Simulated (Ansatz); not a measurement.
# AsH+ (doublet): PBE0, B3LYP over a scan of the distance As1–H2, cc-pVQZ, part 2 of 2

Ansatz 0.2.0, Gaussian basis; cc-pVQZ, all electrons in the functionals. The steps go on from the part before.

### 13 B3LYP, 1.256 Å

The input, in.yaml:

```yaml
crystal:
  periodic: [false, false, false]
  atoms:
    - {symbol: As, position_ang: [0.000000, 0.000000, 0.000000]}
    - {symbol: H, position_ang: [0.000000, 0.000000, 1.256000]}
basis:
  gaussian: {orbitals: cc-pVQZ}
total_charge: 1
magnetization: {spin_polarized: true, initial_magnetization: 1}
hamiltonian: {xc: {name: B3LYP}}
```

The run is started by

```
$ ansatz run in.yaml --threads 2 --pin off --events-out ev --progress --plain --max-ram 15360MiB --backend cuda --devices 0, --max-vram 18GiB
```

Output (excerpt; [...] marks lines left out):

```text
Functional definition: B3LYP
  name "B3LYP"
  cite "Stephens, Devlin, Chabalowski & Frisch, J. Phys. Chem. 98, 11623 (1994) doi:10.1021/j100096a001"
  cite "Becke, Phys. Rev. A 38, 3098 (1988) doi:10.1103/PhysRevA.38.3098"
  cite "Lee, Yang & Parr, Phys. Rev. B 37, 785 (1988) doi:10.1103/PhysRevB.37.785"
  cite "Vosko, Wilk & Nusair, Can. J. Phys. 58, 1200 (1980) doi:10.1139/p80-159"
[...]
538 factors; their error is unknown
[...]
mean field -60847.73622088 eV, -2236.1130620402 hartree, gradient 2.2e-5 eV, S^2 0.752539; 1 other end points of the search recorded, 0 dependent functions left out
reference -60847.73639360 eV, -2236.1130683877 hartree; 17, 16 occupied and 81, 82 virtual orbitals, 538 factors
Total energy: -60847.73639360 eV, -2236.1130683877 hartree
```

Wall time 3 s (1 × H100 (card shared with other runs) with 2 threads of AMD EPYC 7R13, shared host); peak host memory 0.79 GiB.

From the report: ⟨S²⟩ of the determinant 0.753 (pure doublet: 0.75).

### 14 B3LYP, 1.368 Å

in.yaml: that of step 13 with these lines changed.

```diff
@@ -4,3 +4,3 @@
     - {symbol: As, position_ang: [0.000000, 0.000000, 0.000000]}
-    - {symbol: H, position_ang: [0.000000, 0.000000, 1.256000]}
+    - {symbol: H, position_ang: [0.000000, 0.000000, 1.368000]}
 basis:
```

Same command.

Output (excerpt; [...] marks lines left out):

```text
Functional definition: B3LYP
  name "B3LYP"
  cite "Stephens, Devlin, Chabalowski & Frisch, J. Phys. Chem. 98, 11623 (1994) doi:10.1021/j100096a001"
  cite "Becke, Phys. Rev. A 38, 3098 (1988) doi:10.1103/PhysRevA.38.3098"
  cite "Lee, Yang & Parr, Phys. Rev. B 37, 785 (1988) doi:10.1103/PhysRevB.37.785"
  cite "Vosko, Wilk & Nusair, Can. J. Phys. 58, 1200 (1980) doi:10.1139/p80-159"
[...]
538 factors; their error is unknown
[...]
mean field -60848.49011265 eV, -2236.1407670520 hartree, gradient 1.8e-5 eV, S^2 0.752577; 1 other end points of the search recorded, 0 dependent functions left out
reference -60848.49028690 eV, -2236.1407734555 hartree; 17, 16 occupied and 81, 82 virtual orbitals, 538 factors
Total energy: -60848.49028690 eV, -2236.1407734555 hartree
```

Run time: 1.6 s. Hardware: 1 × H100 (card shared with other runs) with 2 threads of AMD EPYC 7R13, shared host; peak host memory 0.78 GiB.

From the report: ⟨S²⟩ of the determinant 0.753 (pure doublet: 0.75).

### 15 B3LYP, 1.535 Å

in.yaml: that of step 14 with these lines changed.

```diff
@@ -4,3 +4,3 @@
     - {symbol: As, position_ang: [0.000000, 0.000000, 0.000000]}
-    - {symbol: H, position_ang: [0.000000, 0.000000, 1.368000]}
+    - {symbol: H, position_ang: [0.000000, 0.000000, 1.534800]}
 basis:
```

Same command.

Output (excerpt; [...] marks lines left out):

```text
Functional definition: B3LYP
  name "B3LYP"
  cite "Stephens, Devlin, Chabalowski & Frisch, J. Phys. Chem. 98, 11623 (1994) doi:10.1021/j100096a001"
  cite "Becke, Phys. Rev. A 38, 3098 (1988) doi:10.1103/PhysRevA.38.3098"
  cite "Lee, Yang & Parr, Phys. Rev. B 37, 785 (1988) doi:10.1103/PhysRevB.37.785"
  cite "Vosko, Wilk & Nusair, Can. J. Phys. 58, 1200 (1980) doi:10.1139/p80-159"
[...]
538 factors; their error is unknown
[...]
mean field -60848.81061242 eV, -2236.1525452012 hartree, gradient 1.7e-5 eV, S^2 0.752704; 1 other end points of the search recorded, 0 dependent functions left out
reference -60848.81078953 eV, -2236.1525517100 hartree; 17, 16 occupied and 81, 82 virtual orbitals, 538 factors
Total energy: -60848.81078953 eV, -2236.1525517100 hartree
```

Wall time 4 s (1 × H100 (card shared with other runs) with 2 threads of AMD EPYC 7R13, shared host); peak host memory 0.79 GiB.

From the report: ⟨S²⟩ of the determinant 0.753 (pure doublet: 0.75).

### 16 B3LYP, 1.658 Å

in.yaml: that of step 15 with these lines changed.

```diff
@@ -4,3 +4,3 @@
     - {symbol: As, position_ang: [0.000000, 0.000000, 0.000000]}
-    - {symbol: H, position_ang: [0.000000, 0.000000, 1.534800]}
+    - {symbol: H, position_ang: [0.000000, 0.000000, 1.658000]}
 basis:
```

Same command.

Output (excerpt; [...] marks lines left out):

```text
Functional definition: B3LYP
  name "B3LYP"
  cite "Stephens, Devlin, Chabalowski & Frisch, J. Phys. Chem. 98, 11623 (1994) doi:10.1021/j100096a001"
  cite "Becke, Phys. Rev. A 38, 3098 (1988) doi:10.1103/PhysRevA.38.3098"
  cite "Lee, Yang & Parr, Phys. Rev. B 37, 785 (1988) doi:10.1103/PhysRevB.37.785"
  cite "Vosko, Wilk & Nusair, Can. J. Phys. 58, 1200 (1980) doi:10.1139/p80-159"
[...]
538 factors; their error is unknown
[...]
mean field -60848.70459872 eV, -2236.1486492696 hartree, gradient 8.7e-6 eV, S^2 0.752932; 1 other end points of the search recorded, 0 dependent functions left out
reference -60848.70477779 eV, -2236.1486558502 hartree; 17, 16 occupied and 81, 82 virtual orbitals, 538 factors
Total energy: -60848.70477779 eV, -2236.1486558502 hartree
```

Wall time 2.8 s (1 × H100 (card shared with other runs) with 2 threads of AMD EPYC 7R13, shared host); peak host memory 0.79 GiB.

From the report: ⟨S²⟩ of the determinant 0.753 (pure doublet: 0.75).

From 1.535 Å: +10.2 kJ/mol.

### 17 B3LYP, 1.902 Å

in.yaml: that of step 16 with these lines changed.

```diff
@@ -4,3 +4,3 @@
     - {symbol: As, position_ang: [0.000000, 0.000000, 0.000000]}
-    - {symbol: H, position_ang: [0.000000, 0.000000, 1.658000]}
+    - {symbol: H, position_ang: [0.000000, 0.000000, 1.902000]}
 basis:
```

Launched as before.

Output (excerpt; [...] marks lines left out):

```text
Functional definition: B3LYP
  name "B3LYP"
  cite "Stephens, Devlin, Chabalowski & Frisch, J. Phys. Chem. 98, 11623 (1994) doi:10.1021/j100096a001"
  cite "Becke, Phys. Rev. A 38, 3098 (1988) doi:10.1103/PhysRevA.38.3098"
  cite "Lee, Yang & Parr, Phys. Rev. B 37, 785 (1988) doi:10.1103/PhysRevB.37.785"
  cite "Vosko, Wilk & Nusair, Can. J. Phys. 58, 1200 (1980) doi:10.1139/p80-159"
[...]
538 factors; their error is unknown
[...]
mean field -60848.11710969 eV, -2236.1270594458 hartree, gradient 1.0e-5 eV, S^2 0.754652; 1 other end points of the search recorded, 0 dependent functions left out
reference -60848.11729164 eV, -2236.1270661326 hartree; 17, 16 occupied and 81, 82 virtual orbitals, 538 factors
Total energy: -60848.11729164 eV, -2236.1270661326 hartree
```

Run time: 2.7 s. Hardware: 1 × H100 (card shared with other runs) with 2 threads of AMD EPYC 7R13, shared host; peak host memory 0.79 GiB.

From the report: ⟨S²⟩ of the determinant 0.755 (pure doublet: 0.75).

From 1.535 Å: +66.9 kJ/mol.

### 18 B3LYP, 2.135 Å

in.yaml: that of step 17 with these lines changed.

```diff
@@ -4,3 +4,3 @@
     - {symbol: As, position_ang: [0.000000, 0.000000, 0.000000]}
-    - {symbol: H, position_ang: [0.000000, 0.000000, 1.902000]}
+    - {symbol: H, position_ang: [0.000000, 0.000000, 2.135000]}
 basis:
```

The command is unchanged.

Output (excerpt; [...] marks lines left out):

```text
Functional definition: B3LYP
  name "B3LYP"
  cite "Stephens, Devlin, Chabalowski & Frisch, J. Phys. Chem. 98, 11623 (1994) doi:10.1021/j100096a001"
  cite "Becke, Phys. Rev. A 38, 3098 (1988) doi:10.1103/PhysRevA.38.3098"
  cite "Lee, Yang & Parr, Phys. Rev. B 37, 785 (1988) doi:10.1103/PhysRevB.37.785"
  cite "Vosko, Wilk & Nusair, Can. J. Phys. 58, 1200 (1980) doi:10.1139/p80-159"
[...]
538 factors; their error is unknown
[...]
mean field -60847.40976861 eV, -2236.1010651407 hartree, gradient 1.8e-5 eV, S^2 0.768817; 3 other end points of the search recorded, 0 dependent functions left out
reference -60847.40995216 eV, -2236.1010718860 hartree; 17, 16 occupied and 81, 82 virtual orbitals, 538 factors
Total energy: -60847.40995216 eV, -2236.1010718860 hartree
```

Wall time 2 s (1 × H100 (card shared with other runs) with 2 threads of AMD EPYC 7R13, shared host); peak host memory 0.79 GiB.

From the report: ⟨S²⟩ of the determinant 0.769 (pure doublet: 0.75).

From 1.535 Å: +135.2 kJ/mol.

### 19 B3LYP, 2.426 Å

in.yaml: that of step 18 with these lines changed.

```diff
@@ -4,3 +4,3 @@
     - {symbol: As, position_ang: [0.000000, 0.000000, 0.000000]}
-    - {symbol: H, position_ang: [0.000000, 0.000000, 2.135000]}
+    - {symbol: H, position_ang: [0.000000, 0.000000, 2.426000]}
 basis:
```

Same command.

Output (excerpt; [...] marks lines left out):

```text
Functional definition: B3LYP
  name "B3LYP"
  cite "Stephens, Devlin, Chabalowski & Frisch, J. Phys. Chem. 98, 11623 (1994) doi:10.1021/j100096a001"
  cite "Becke, Phys. Rev. A 38, 3098 (1988) doi:10.1103/PhysRevA.38.3098"
  cite "Lee, Yang & Parr, Phys. Rev. B 37, 785 (1988) doi:10.1103/PhysRevB.37.785"
  cite "Vosko, Wilk & Nusair, Can. J. Phys. 58, 1200 (1980) doi:10.1139/p80-159"
[...]
538 factors; their error is unknown
[...]
mean field -60846.63852865 eV, -2236.0727225951 hartree, gradient 6.7e-6 eV, S^2 1.011489; 3 other end points of the search recorded, 0 dependent functions left out
reference -60846.63871656 eV, -2236.0727295005 hartree; 17, 16 occupied and 81, 82 virtual orbitals, 538 factors
Total energy: -60846.63871656 eV, -2236.0727295005 hartree
```

Run time: 4.9 s. Hardware: 1 × H100 (card shared with other runs) with 2 threads of AMD EPYC 7R13, shared host; peak host memory 0.79 GiB.

From the report: ⟨S²⟩ of the determinant 1.011 (pure doublet: 0.75).

From 1.535 Å: +209.6 kJ/mol.

### 20 B3LYP, 2.817 Å

in.yaml: that of step 19 with these lines changed.

```diff
@@ -4,3 +4,3 @@
     - {symbol: As, position_ang: [0.000000, 0.000000, 0.000000]}
-    - {symbol: H, position_ang: [0.000000, 0.000000, 2.426000]}
+    - {symbol: H, position_ang: [0.000000, 0.000000, 2.817000]}
 basis:
```

Launched as before.

Output (excerpt; [...] marks lines left out):

```text
Functional definition: B3LYP
  name "B3LYP"
  cite "Stephens, Devlin, Chabalowski & Frisch, J. Phys. Chem. 98, 11623 (1994) doi:10.1021/j100096a001"
  cite "Becke, Phys. Rev. A 38, 3098 (1988) doi:10.1103/PhysRevA.38.3098"
  cite "Lee, Yang & Parr, Phys. Rev. B 37, 785 (1988) doi:10.1103/PhysRevB.37.785"
  cite "Vosko, Wilk & Nusair, Can. J. Phys. 58, 1200 (1980) doi:10.1139/p80-159"
[...]
538 factors; their error is unknown
[...]
mean field -60846.09713891 eV, -2236.0528268891 hartree, gradient 8.3e-6 eV, S^2 1.519578; 12 other end points of the search recorded, 0 dependent functions left out
reference -60846.09733382 eV, -2236.0528340517 hartree; 17, 16 occupied and 81, 82 virtual orbitals, 538 factors
Total energy: -60846.09733382 eV, -2236.0528340517 hartree
```

It took 4 s on 1 × H100 (card shared with other runs) with 2 threads of AMD EPYC 7R13, shared host; peak host memory 0.79 GiB.

From the report: ⟨S²⟩ of the determinant 1.520 (pure doublet: 0.75). The determinant is far from a pure spin state, so its energy mixes those of several spin states (harmless only where they are near-degenerate, as at dissociation).

From 1.535 Å: +261.8 kJ/mol.

### 21 B3LYP, 3.310 Å

in.yaml: that of step 20 with these lines changed.

```diff
@@ -4,3 +4,3 @@
     - {symbol: As, position_ang: [0.000000, 0.000000, 0.000000]}
-    - {symbol: H, position_ang: [0.000000, 0.000000, 2.817000]}
+    - {symbol: H, position_ang: [0.000000, 0.000000, 3.310000]}
 basis:
```

Launched as before.

Output (excerpt; [...] marks lines left out):

```text
Functional definition: B3LYP
  name "B3LYP"
  cite "Stephens, Devlin, Chabalowski & Frisch, J. Phys. Chem. 98, 11623 (1994) doi:10.1021/j100096a001"
  cite "Becke, Phys. Rev. A 38, 3098 (1988) doi:10.1103/PhysRevA.38.3098"
  cite "Lee, Yang & Parr, Phys. Rev. B 37, 785 (1988) doi:10.1103/PhysRevB.37.785"
  cite "Vosko, Wilk & Nusair, Can. J. Phys. 58, 1200 (1980) doi:10.1139/p80-159"
[...]
538 factors; their error is unknown
[...]
mean field -60845.86307193 eV, -2236.0442250861 hartree, gradient 7.3e-6 eV, S^2 1.752714; 4 other end points of the search recorded, 0 dependent functions left out
reference -60845.86327805 eV, -2236.0442326611 hartree; 17, 16 occupied and 81, 82 virtual orbitals, 538 factors
Total energy: -60845.86327805 eV, -2236.0442326611 hartree
```

Run time: 2.8 s. Hardware: 1 × H100 (card shared with other runs) with 2 threads of AMD EPYC 7R13, shared host; peak host memory 0.79 GiB.

From the report: ⟨S²⟩ of the determinant 1.753 (pure doublet: 0.75). The determinant is far from a pure spin state, so its energy mixes those of several spin states (harmless only where they are near-degenerate, as at dissociation).

From 1.535 Å: +284.4 kJ/mol.

### 22 B3LYP, 4.081 Å

in.yaml: that of step 21 with these lines changed.

```diff
@@ -4,3 +4,3 @@
     - {symbol: As, position_ang: [0.000000, 0.000000, 0.000000]}
-    - {symbol: H, position_ang: [0.000000, 0.000000, 3.310000]}
+    - {symbol: H, position_ang: [0.000000, 0.000000, 4.081000]}
 basis:
```

Same command.

Output (excerpt; [...] marks lines left out):

```text
Functional definition: B3LYP
  name "B3LYP"
  cite "Stephens, Devlin, Chabalowski & Frisch, J. Phys. Chem. 98, 11623 (1994) doi:10.1021/j100096a001"
  cite "Becke, Phys. Rev. A 38, 3098 (1988) doi:10.1103/PhysRevA.38.3098"
  cite "Lee, Yang & Parr, Phys. Rev. B 37, 785 (1988) doi:10.1103/PhysRevB.37.785"
  cite "Vosko, Wilk & Nusair, Can. J. Phys. 58, 1200 (1980) doi:10.1139/p80-159"
[...]
538 factors; their error is unknown
[...]
mean field -60845.72311077 eV, -2236.0390816084 hartree, gradient 1.5e-6 eV, S^2 1.752569; 4 other end points of the search recorded, 0 dependent functions left out
reference -60845.72332506 eV, -2236.0390894833 hartree; 17, 16 occupied and 81, 82 virtual orbitals, 538 factors
Total energy: -60845.72332506 eV, -2236.0390894833 hartree
```

Wall time 3 s (1 × H100 (card shared with other runs) with 2 threads of AMD EPYC 7R13, shared host); peak host memory 0.79 GiB.

From the report: ⟨S²⟩ of the determinant 1.753 (pure doublet: 0.75). The determinant is far from a pure spin state, so its energy mixes those of several spin states (harmless only where they are near-degenerate, as at dissociation).

From 1.535 Å: +297.9 kJ/mol.

### 23 B3LYP, 5.241 Å

in.yaml: that of step 22 with these lines changed.

```diff
@@ -4,3 +4,3 @@
     - {symbol: As, position_ang: [0.000000, 0.000000, 0.000000]}
-    - {symbol: H, position_ang: [0.000000, 0.000000, 4.081000]}
+    - {symbol: H, position_ang: [0.000000, 0.000000, 5.241000]}
 basis:
```

The command is unchanged.

Output (excerpt; [...] marks lines left out):

```text
Functional definition: B3LYP
  name "B3LYP"
  cite "Stephens, Devlin, Chabalowski & Frisch, J. Phys. Chem. 98, 11623 (1994) doi:10.1021/j100096a001"
  cite "Becke, Phys. Rev. A 38, 3098 (1988) doi:10.1103/PhysRevA.38.3098"
  cite "Lee, Yang & Parr, Phys. Rev. B 37, 785 (1988) doi:10.1103/PhysRevB.37.785"
  cite "Vosko, Wilk & Nusair, Can. J. Phys. 58, 1200 (1980) doi:10.1139/p80-159"
[...]
538 factors; their error is unknown
[...]
mean field -60845.69054456 eV, -2236.0378848222 hartree, gradient 1.2e-6 eV, S^2 1.752670; 6 other end points of the search recorded, 0 dependent functions left out
reference -60845.69077662 eV, -2236.0378933503 hartree; 17, 16 occupied and 81, 82 virtual orbitals, 538 factors
Total energy: -60845.69077662 eV, -2236.0378933503 hartree
```

Wall time 4.4 s (1 × H100 (card shared with other runs) with 2 threads of AMD EPYC 7R13, shared host); peak host memory 0.79 GiB.

From the report: ⟨S²⟩ of the determinant 1.753 (pure doublet: 0.75). The determinant is far from a pure spin state, so its energy mixes those of several spin states (harmless only where they are near-degenerate, as at dissociation).

From 1.535 Å: +301.0 kJ/mol.

### 24 The comparison

The yardstick is UCCSDT(Q), where the cluster series has nearly closed. It comes from earlier runs at the same points. Energies in kJ/mol, counted from 1.535 Å; blanks weren't run or aren't comparable.

| level | 1.256 Å | 1.368 Å | 1.535 Å | 1.658 Å | 1.902 Å | 2.135 Å | 2.426 Å | 2.817 Å | 3.310 Å | 4.081 Å | 5.241 Å |
| --- | --- | --- | --- | --- | --- | --- | --- | --- | --- | --- | --- |
| UCCSDT(Q) | 104.2 | 30.5 | 0.0 | 10.9 | 67.6 | 132.4 | 201.7 |  |  |  |  |
| PBE0 | 103.5 | 30.6 | 0.0 | 10.9 | 69.8 | 140.5 | 213.8 | 258.5 | 277.4 | 290.7 | 295.1 |
| B3LYP | 103.7 | 30.9 | 0.0 | 10.2 | 66.9 | 135.2 | 209.6 | 261.8 | 284.4 | 297.9 | 301.0 |

Largest miss and mean time a point (UCCSDT(Q) took 13 s a point; shared hosts):

| level | largest miss (kJ/mol) | where | time a point |
| --- | --- | --- | --- |
| PBE0 | +12.1 | 2.426 Å | 4.5 s |
| B3LYP | +7.9 | 2.426 Å | 3.2 s |

### 25 What came out

The summary covers parts 1 to 2.

| quantity | value |
| --- | --- |
| span of the UCCSDT(Q) curve (points where it is known) | 201.7 kJ/mol |
| largest miss, PBE0 | +12.1 kJ/mol (2.426 Å) |
| largest miss, B3LYP | +7.9 kJ/mol (2.426 Å) |

**Reading.** Misses are known at 6 of 10 points at best, and only functionals with that many are ranked. Of the functionals, B3LYP keep the smallest largest miss at the points compared (at most 7.9 kJ/mol) and PBE0 strays most (12.1 kJ/mol, at 2.426 Å). PBE0, B3LYP clearly break the spin symmetry at some points (⟨S²⟩ up to 1.00 above the pure value), so energy there is bought with a mixed spin. Functionals and the yardstick converge differently with the basis, so part of each miss in cc-pVQZ is the basis.
